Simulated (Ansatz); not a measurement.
ClGeH5OSn, SMILES [OH][GeH]([Cl])[SnH3], a rigid scan of one bond length

Computed with Ansatz's Python interface.

Typed at the interpreter:
```pycon
>>> import ansatz
>>> from ase import Atoms
>>> import numpy as np
>>> BASIS_SET = "def2-SVP"
>>> XC = "b3lyp"
>>> atoms = Atoms(["O", "Ge", "Cl", "Sn", "H", "H", "H", "H", "H"], positions=[
...     (0.2326, 1.9862, -0.9532),
...     (0.8646, 0.7426, 0.0727),
...     (2.5648, -0.1227, -0.9108),
...     (-0.8452, -1.0838, 0.4561),
...     (-0.13, 1.5476, -1.7912),
...     (1.2896, 1.367, 1.4353),
...     (-1.3706, -1.7668, -1.0795),
...     (-0.2064, -2.3402, 1.4608),
...     (-2.3108, -0.3761, 1.2927),
... ])
>>> clgeh5osn = ansatz.Crystal.molecule_from_ase(atoms)
>>> symbols = [site.symbol for site in clgeh5osn.cartesian_sites]
>>> start = np.array([site.position_ang for site in clgeh5osn.cartesian_sites])
>>> axis = (start[8] - start[3]) / np.linalg.norm(start[8] - start[3])
>>> moving = [8]
>>> lengths, energies = [1.56, 1.68, 1.83, 2.01, 2.29, 2.74, 3.29, 4.03], []
>>> for length in lengths:
...     xyz = start.copy()
...     xyz[moving] += (length - np.linalg.norm(start[8] - start[3])) * axis
...     point = ansatz.Crystal.molecule()
...     for symbol, place in zip(symbols, xyz):
...         point = point.atom(symbol, place.tolist())
...     calculation = (
...         point.calculation()
...         .basis(gaussian=BASIS_SET)  # the orbital basis, by name
...         .functional(XC)
...         .spin("collinear")
...     )
...     rep = calculation.run().report
...     energies.append(rep["free_energy_ev"])
...     print(f"r = {length:6.3f} A  E = {energies[-1]:.5f} eV  <S^2> = {abs(rep['mean_field']['state']['spin_squared']):.3f}")
...
r =  1.560 A  E = -76992.67786 eV  <S^2> = 0.000
r =  1.680 A  E = -76992.88266 eV  <S^2> = 0.000
r =  1.830 A  E = -76992.82936 eV  <S^2> = 0.000
r =  2.010 A  E = -76992.51752 eV  <S^2> = 0.000
r =  2.290 A  E = -76991.82328 eV  <S^2> = 0.000
r =  2.740 A  E = -76990.69399 eV  <S^2> = 0.038
r =  3.290 A  E = -76989.95395 eV  <S^2> = 0.693
r =  4.030 A  E = -76989.69852 eV  <S^2> = 0.955
>>> print("energy above the lowest point (eV):", [round(e - min(energies), 3) for e in energies])
energy above the lowest point (eV): [0.205, 0.0, 0.053, 0.365, 1.059, 2.189, 2.929, 3.184]
```

Reading the output:
- Total energies depend on the basis set; only differences at equal settings carry meaning.
- The rest of the molecule is held rigid at a force-field or estimated start geometry, and the basis set is modest; single-reference methods fail as a bond breaks.
- def2 sets replace the cores of elements past krypton by effective core potentials.
- The expectation value of S² is noticeably off S(S+1) in at least one run, so that state is spin-contaminated.
- b3lyp holds the VWN-RPA fit, as in Gaussian; the form of ORCA and Turbomole is b3lyp5.
- Finished in 2.3 min on 1 thread of Arm Neoverse V1, on a shared host, peak memory 0.58 GiB.
